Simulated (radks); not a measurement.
# Valence configurations of Bi²⁺

NIST gives [Hg] 6p1 as the ground configuration of Bi²⁺. Does this level of theory agree? Several fillings of the valence shells are run.

The numbers are computed with radks (a radial shooting solver on a logarithmic mesh, Libxc functionals) version 1 (scalar-relativistic Kohn-Sham, BLYP, spin-polarised, spherical densities, finite nucleus; open shells are filled with parallel spins first), except any that are marked as measured or tabulated.

## (1) The atom as given

```
element            : bismuth (Z = 83)
charge             : +2
electrons          : 81
configuration      : [Hg] 6p1
nuclear rms radius : 5.5211 fm
others tried       : [Xe] 4f14 5d10 6s1.5 6p1.5; [Xe] 4f14 5d9.5 6s2 6p1.5; [Xe] 4f14 5d9 6s2 6p2; [Xe] 4f13 5d10 6s2 6p2; [Xe] 4f14 5d10 6p3; [Xe] 4f13.5 5d10 6s2 6p1.5; [Xe] 4f13 5d10 6s1 6p3; [Xe] 4f12.5 5d10 6s2 6p2.5; [Xe] 4f13 5d9.5 6s2 6p2.5
```

The outer shells:

Bi²⁺
```
[Hg] core
6p [↑ ][  ][  ]
```

## (2) [Hg] 6p1

Input:

```text
Z 83
configuration [Hg] 6p1
relativity scalar-relativistic
functional b88,lyp
spin polarised
nucleus finite rms 5.5211 fm
c 137.035999084
```

Command:

```
$ python run_ks.py task.json out
```

All runs below come from this command, one after another.

## (3) [Xe] 4f14 5d10 6s1.5 6p1.5

Input: that of step 2 with these lines changed.

```diff
@@ -1,3 +1,3 @@
 Z 83
-configuration [Hg] 6p1
+configuration [Xe] 4f14 5d10 6s1.5 6p1.5
 relativity scalar-relativistic
```

## (4) [Xe] 4f14 5d9.5 6s2 6p1.5

Input:

```text
Z 83
configuration [Xe] 4f14 5d9.5 6s2 6p1.5
relativity scalar-relativistic
functional b88,lyp
spin polarised
nucleus finite rms 5.5211 fm
c 137.035999084
```

## (5) [Xe] 4f14 5d9 6s2 6p2

Input:

```text
Z 83
configuration [Xe] 4f14 5d9 6s2 6p2
relativity scalar-relativistic
functional b88,lyp
spin polarised
nucleus finite rms 5.5211 fm
c 137.035999084
```

## (6) [Xe] 4f13 5d10 6s2 6p2

Input:

```text
Z 83
configuration [Xe] 4f13 5d10 6s2 6p2
relativity scalar-relativistic
functional b88,lyp
spin polarised
nucleus finite rms 5.5211 fm
c 137.035999084
```

## (7) [Xe] 4f14 5d10 6p3

Input:

```text
Z 83
configuration [Xe] 4f14 5d10 6p3
relativity scalar-relativistic
functional b88,lyp
spin polarised
nucleus finite rms 5.5211 fm
c 137.035999084
```

## (8) [Xe] 4f13.5 5d10 6s2 6p1.5

Input:

```text
Z 83
configuration [Xe] 4f13.5 5d10 6s2 6p1.5
relativity scalar-relativistic
functional b88,lyp
spin polarised
nucleus finite rms 5.5211 fm
c 137.035999084
```

## (9) [Xe] 4f13 5d10 6s1 6p3

Input:

```text
Z 83
configuration [Xe] 4f13 5d10 6s1 6p3
relativity scalar-relativistic
functional b88,lyp
spin polarised
nucleus finite rms 5.5211 fm
c 137.035999084
```

## (10) [Xe] 4f12.5 5d10 6s2 6p2.5

Input:

```text
Z 83
configuration [Xe] 4f12.5 5d10 6s2 6p2.5
relativity scalar-relativistic
functional b88,lyp
spin polarised
nucleus finite rms 5.5211 fm
c 137.035999084
```

## (11) [Xe] 4f13 5d9.5 6s2 6p2.5

Input:

```text
Z 83
configuration [Xe] 4f13 5d9.5 6s2 6p2.5
relativity scalar-relativistic
functional b88,lyp
spin polarised
nucleus finite rms 5.5211 fm
c 137.035999084
```

Before running it: what results should come out? Wanted: for each run, valence; E − E(NIST configuration); moment; highest level; its energy; 1s shift.

**Answer**, as computed:

| valence | E − E(NIST configuration) (eV) | moment (μB) | highest level | its energy (eV) | 1s shift (eV) |
| --- | --- | --- | --- | --- | --- |
| [Hg] 6p1 | 0.000 | 1 | 6p up | -19.520 | +0.00 |
| [Xe] 4f14 5d10 6s1.5 6p1.5 | 5.282 | 2 | 6p up | -20.146 | -0.87 |
| [Xe] 4f14 5d9.5 6s2 6p1.5 | 12.649 | 2 | 6p up | -20.473 | -3.32 |
| [Xe] 4f14 5d10 6p3 | 22.161 | 3 | 6p up | -21.504 | -3.45 |
| [Xe] 4f14 5d9 6s2 6p2 | 25.922 | 3 | 6p up | -21.383 | -6.63 |
| [Xe] 4f13.5 5d10 6s2 6p1.5 | 77.440 | 2 | 6p up | -20.544 | -10.80 |
| [Xe] 4f13 5d10 6s2 6p2 | 159.35 | 3 | 6p up | -21.540 | -21.78 |
| [Xe] 4f13 5d10 6s1 6p3 | 170.12 | 5 | 6p up | -22.626 | -23.35 |
| [Xe] 4f13 5d9.5 6s2 6p2.5 | 174.35 | 4 | 6p up | -22.432 | -25.19 |
| [Xe] 4f12.5 5d10 6s2 6p2.5 | 245.82 | 4 | 6p up | -22.513 | -32.94 |

What this shows: Theory agrees with NIST among these: the next, [Xe] 4f14 5d10 6s1.5 6p1.5, lies 5.282 eV higher. The energies are those of spherical high-spin densities, not of single terms. The 1s eigenvalue shifts by up to 32.94 eV as the valence charge is rearranged.
